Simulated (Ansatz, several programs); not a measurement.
AgTlS2, ordered on the zincblende lattice (P-4m2) with 4 atoms a cell, relaxed with r2SCAN in Ansatz (plane waves, PAW): space group P-4m2 (No. 115), tetragonal; conventional cell a = 4.138 Å, c = 6.002 Å, 25.70 Å³ an atom. Around Ag lie 4 S at 2.54 Å; around S lie 2 Ag at 2.54 Å and 2 Tl at 2.58 Å; around Tl lie 4 S at 2.58 Å. The cell was then scaled with its shape and fractional coordinates held, which makes it stiffer than a relaxed compression. (Calculated; spin-unpolarised; the phase may be known or hypothetical.)

```tsv
V (Å³/atom)	E (meV/atom)
24.158	18.02
24.929	4.22
25.700	0.00
27.242	14.33
```

Q: Pass a cubic E = c₀ + c₁u + c₂u² + c₃u³, with u = V − 25.507 Å³, through these points.

A: c₀ = 0.24, c₁ = -2.592, c₂ = 7.117, c₃ = -0.5428 (meV and Å³).

Q: Where is the minimum, and what bulk modulus follows?

A: dE/du = 0 at u = +0.186, so V₀ = 25.69 Å³. B = V₀ d²E/dV² = 25.69 × (2c₂ + 6c₃u) = 25.69 × 13.628 = 350 meV/Å³, and 1 meV/Å³ is 0.16022 GPa: 56 GPa. A third-order Birch-Murnaghan fit to all five points gives 25.70 Å³ and 55 GPa.

Q: Predict the energy and the pressure at the withheld volume, 26.471 Å³.

A: With u = +0.964: E ≈ 3.87 meV and P = −dE/dV ≈ -1.54 GPa. The run gives 3.81 meV and, from its stress, -1.53 GPa.
